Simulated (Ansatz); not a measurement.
# Sr3Hg and its free atoms: a cohesive energy from free atoms

Computed with Ansatz 0.2.0, Python API.

`cohesive.py`:
```python
"""Cohesive energy of Sr3Hg from free atoms."""

from collections import Counter
import logging
import sys
import warnings

import ansatz

logging.basicConfig(stream=sys.stdout, format="[%(levelname)s] %(message)s")
logger = logging.getLogger("ansatz_job")
logger.setLevel(logging.INFO)


def counts(outcome):
    return Counter(site.symbol for site in outcome.lattice.sites)

UNPAIRED = {"Sr": 0, "Hg": 0}  # unpaired electrons of the free atoms


def solve(name, crystal):
    calc = (
        crystal.calculation()
        .functional("lda")
        .basis(500)
        .kpoints(spacing=0.14)
        .occupations("fermi_dirac", width=0.02)
    )
    if name.endswith(" atom"):
        calc = calc.kpoints(1, 1, 1).occupations("fermi_dirac", width=0.01)
        if UNPAIRED[name.split()[0]]:
            calc = calc.spin("collinear")
        return calc.run(threads=1, backend="cpu")
    calc = calc.relax(force_tolerance=0.01, max_steps=60, cell=True)
    return calc.run(threads=1, backend="cpu")

warnings.simplefilter("ignore", ansatz.DeckWarning)

phases = {}
sr3hg = (
    ansatz.Lattice.from_parameters(5.513, 5.513, 5.513, alpha=90.0, beta=90.0, gamma=90.0)
    .atom("Sr", (0.5, 0.5, 0.0))
    .atom("Sr", (0.5, 0.0, 0.5))
    .atom("Sr", (0.0, 0.5, 0.5))
    .atom("Hg", (0.0, 0.0, 0.0))
)
phases["Sr3Hg"] = sr3hg
# free atoms: a low-symmetry box, moments by the rule of Hund
for element, moment in UNPAIRED.items():
    phases[f"{element} atom"] = ansatz.Lattice.orthorhombic(9.0, 9.5, 10.0).atom(element, (0.5, 0.5, 0.5), moment=moment or None)

done = {name: solve(name, crystal) for name, crystal in phases.items()}

print({element: round(done[f"{element} atom"].report["magnetization_mub"], 2) for element in UNPAIRED}, "muB on the free atoms")
solid = done["Sr3Hg"]
n = counts(solid)
binding = (sum(k * done[f"{e} atom"].report["energy_sigma0_ev"] for e, k in n.items()) - solid.report["energy_sigma0_ev"]) / sum(n.values())
logger.info(f"cohesive energy {binding:.3f} eV/atom = {96.4853 * binding:.0f} kJ/mol of atoms (no zero-point energy)")
```

Output of `python cohesive.py`:
```text
{'Sr': 0.0, 'Hg': 0.0} muB on the free atoms
[INFO] cohesive energy 1.735 eV/atom = 167 kJ/mol of atoms (no zero-point energy)
```

The magnetic order follows from the starting moments and needn't be the lowest. For the metals among these phases the mesh is modest: differences between phases can be off by up to 40 meV an atom. Spin-orbit coupling, which matters for elements this heavy, is left out. The cells come from databases of deposited and of computed structures, and not all need be stable phases. Free atoms in a box carry small image and symmetry errors, and spin-orbit coupling is left out. Hardware and time: 63 s on 1 thread of Arm Neoverse V1, on a shared host, peak memory 0.58 GiB.
